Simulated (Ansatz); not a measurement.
# NiC32: the cost of one run

All numbers below are computed with Ansatz 0.2.0 (DFT PBEsol, plane waves, PAW, scalar-relativistic, collinear spin).

## 1. The starting structure

The cell holds 33 atoms (C32Ni): a = 9.864 Å, b = 9.864 Å, c = 11.000 Å, α = 90.00°, β = 90.00°, γ = 120.00°.

The coordinates stand in the first input below.

## 2. End point A

Input file input.yaml:

```yaml
crystal:
  lattice:
    - [9.864, 0.0, 0.0]
    - [-4.932, 8.542475, 0.0]
    - [0.0, 0.0, 11.0]
  atoms:
    - { symbol: C, position: [0.0, 0.0, 0.0909091] }
    - { symbol: C, position: [0.1666667, 0.0833333, 0.0909091] }
    - { symbol: C, position: [0.0, 0.25, 0.0909091] }
    - { symbol: C, position: [0.1666667, 0.3333333, 0.0909091] }
    - { symbol: C, position: [0.0, 0.5, 0.0909091] }
    - { symbol: C, position: [0.1666667, 0.5833333, 0.0909091] }
    - { symbol: C, position: [0.0, 0.75, 0.0909091] }
    - { symbol: C, position: [0.1666667, 0.8333333, 0.0909091] }
    - { symbol: C, position: [0.25, 0.0, 0.0909091] }
    - { symbol: C, position: [0.4166667, 0.0833333, 0.0909091] }
    - { symbol: C, position: [0.25, 0.25, 0.0909091] }
    - { symbol: C, position: [0.4166667, 0.3333333, 0.0909091] }
    - { symbol: C, position: [0.25, 0.5, 0.0909091] }
    - { symbol: C, position: [0.4166667, 0.5833333, 0.0909091] }
    - { symbol: C, position: [0.25, 0.75, 0.0909091] }
    - { symbol: C, position: [0.4166667, 0.8333333, 0.0909091] }
    - { symbol: C, position: [0.5, 0.0, 0.0909091] }
    - { symbol: C, position: [0.6666667, 0.0833333, 0.0909091] }
    - { symbol: C, position: [0.5, 0.25, 0.0909091] }
    - { symbol: C, position: [0.6666667, 0.3333333, 0.0909091] }
    - { symbol: C, position: [0.5, 0.5, 0.0909091] }
    - { symbol: C, position: [0.6666667, 0.5833333, 0.0909091] }
    - { symbol: C, position: [0.5, 0.75, 0.0909091] }
    - { symbol: C, position: [0.6666667, 0.8333333, 0.0909091] }
    - { symbol: C, position: [0.75, 0.0, 0.0909091] }
    - { symbol: C, position: [0.9166667, 0.0833333, 0.0909091] }
    - { symbol: C, position: [0.75, 0.25, 0.0909091] }
    - { symbol: C, position: [0.9166667, 0.3333333, 0.0909091] }
    - { symbol: C, position: [0.75, 0.5, 0.0909091] }
    - { symbol: C, position: [0.9166667, 0.5833333, 0.0909091] }
    - { symbol: C, position: [0.75, 0.75, 0.0909091] }
    - { symbol: C, position: [0.9166667, 0.8333333, 0.0909091] }
    - { symbol: Ni, position: [0.6752237, 0.5940088, 0.2754545], spin: 1.0 }
magnetization:
  spin_polarized: true
basis:
  ecutwfc: 420.0
kpoints:
  mp_grid: { grid: [2, 2, 1] }
hamiltonian:
  xc: pbesol
scf:
  occupations: { method: fermi_dirac, width: 0.05 }
  lower_state_search: "off"
relax:
  f_tol: 0.03
  max_steps: 60
  adjacent_minimum: "off"
output:
  write_density: true
  write_potential: true
  elf: true
  volumetric_format: npy
```

Started as:

```sh
$ ansatz run input.yaml --threads 4 --pin off --max-ram 10240MiB --backend cpu --events-out ev --progress --plain --runs-dir out
```

**Question.** How long does this run take on 4 threads of Arm Neoverse V1, shared host, and how much memory does it need?

About 5.2 min, with a peak of 2.5 GiB.
